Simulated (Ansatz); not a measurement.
# Sb2Te2O3: the cost of one run

Method: DFT PBE, scalar-relativistic, plane waves, PAW, unless a step names another level, in Ansatz 0.2.0.

6 further runs of the same task are left out: 1 that didn't finish, 5 set aside as unsound or not needed.

**1. Plan**

Pauling electronegativities: Sb 2.05, Te 2.10, O 3.44 (spread 1.39). The formula balances with common oxidation states: Sb +5, O -2, Te -2. Tabulated atomic sizes suggest about 21 Å³/atom. 32 candidates were drawn, by swapping species into database cells of other compounds, at random by space group and Wyckoff sites, or by hand, as the table says:

```csv
name,made from,space group no.,Wyckoff sites,atoms (primitive cell),V (Å³/atom)
c01,random,99,"Sb 2c; Te 2c; O 1b, 2c",7,26.9
c02,random,123,"Sb 1c, 1d; Te 2e; O 2f, 1a",7,22.5
c03,random,71,"Sb 4i; Te 4f; O 4e, 2d",7,24.6
c04,random,166,Sb 6c; Te 6c; O 9e,7,27.7
c05,random,71,"Sb 4f; Te 4i; O 4g, 2d",7,26.3
c06,random,123,"Sb 2f; Te 2g; O 1b, 2e",7,24.8
c07,random,187,"Sb 2g; Te 1e, 1c; O 1b, 2h",7,25.1
c08,random,166,"Sb 6c; Te 3b, 3a; O 9e",7,22.6
c09,random,189,"Sb 1b, 1a; Te 2c; O 3f",7,25.2
c10,random,69,"Sb 8g; Te 8f; O 8i, 4a",7,27.2
c11,random,2,"Sb 1a, 1h; Te 2i; O 1d, 1e, 1g",7,23.7
c12,database cell of Pd3Pb2S2,166,"Sb 3b, 3a; Te 6c; O 9d",7,21.3
c13,random,189,"Sb 1a, 1b; Te 2d; O 3g",7,23.4
c14,random,99,"Sb 1b, 1a; Te 1a, 1b; O 1a, 2c",7,22.7
c15,random,191,"Sb 2e; Te 2d; O 2c, 1a",7,22.2
c16,random,191,"Sb 2d; Te 1a, 1b; O 3f",7,26.5
c17,random,164,"Sb 2c; Te 2d; O 2c, 1a",7,21.5
c18,random,191,"Sb 2c; Te 2e; O 2d, 1a",7,21.4
c19,database cell of Ti2Co3Sn2,160,"Sb 3a, 3a; Te 3a, 3a; O 3a, 3a, 3a",7,20.5
c20,built by hand: ordered Bi4Se3,166,"Sb 6c; Te 6c; O 6c, 3a",7,21.3
c21,database cell of Gd2Mo2C3,12,"Sb 4i; Te 4i; O 2c, 4i",7,18.3
c22,database cell of Er2Al3Si2,12,"Sb 4i; Te 4i; O 4i, 2a",7,22.9
c23,database cell of Sr3Al2Sn2,71,"Sb 4j; Te 4i; O 4j, 2a",7,28.0
c24,database cell of Mg2H2O3,164,"Sb 2d; Te 2d; O 2d, 1a",7,18.5
c25,random,2,"Sb 2i; Te 2i; O 1h, 2i",7,23.1
c26,database cell of Sr3Al2Sn2,71,"Sb 4j; Te 4i; O 2d, 4i",7,27.4
c27,built by hand: layered SbO3Te tetrahedral sheet,164,Sb 2d; Te 2d; O 3e,7,22.5
c28,database cell of Y2B3C2,65,"Sb 4j; Te 4i; O 4i, 2a",7,19.7
c29,built by hand: honeycomb Sb2O3 sheet with Te chains,183,"Sb 2b; Te 1a, 1a; O 3c",7,21.3
c30,database cell of Y3Si2Ni2,71,"Sb 4i; Te 4j; O 4j, 2a",7,26.1
c31,random,10,"Sb 2m; Te 2n; O 2l, 1e",7,22.0
c32,built by hand: valentinite-chain Sb2O3 with Te chains,27,"Sb 4e; Te 4e; O 4e, 2a",14,21.3
```

**2. Screening run of c07**

Input file input.yaml:

```yaml
crystal:
  lattice:
    - [4.53835217, 0.0, 0.0]
    - [-2.26917609, 3.93032827, 0.0]
    - [0.0, 0.0, 9.84485182]
  atoms:
    - { symbol: Sb, position: [0.33333333, 0.66666667, 0.3369358] }
    - { symbol: Sb, position: [0.33333333, 0.66666667, 0.6630642] }
    - { symbol: Te, position: [0.0, 0.0, 0.0] }
    - { symbol: Te, position: [0.66666667, 0.33333333, 0.0] }
    - { symbol: O, position: [0.33333333, 0.66666667, 0.5] }
    - { symbol: O, position: [0.66666667, 0.33333333, 0.17940768] }
    - { symbol: O, position: [0.66666667, 0.33333333, 0.82059232] }
basis:
  ecutwfc: 420
kpoints:
  mp_grid: { grid: [3, 3, 2] }
hamiltonian:
  xc: pbe
scf:
  occupations: { method: gaussian, width: 0.15 }
  lower_state_search: "off"
output:
  forces: true
  stress: true
  eigenvalues: true
relax:
  adjacent_minimum: "off"
  f_tol: 0.08
  max_steps: 16
  cell: { stress_tol: 0.8 }
```

Started as:

```bash
$ ansatz run input.yaml --threads 1 --pin off --max-ram 2560MiB --backend cpu --events-out ev --progress --plain --runs-dir out
```

Q: Estimate wall time and peak memory on 1 thread of Arm Neoverse V2, shared host.

About 52 s, with a peak of 0.4 GiB.
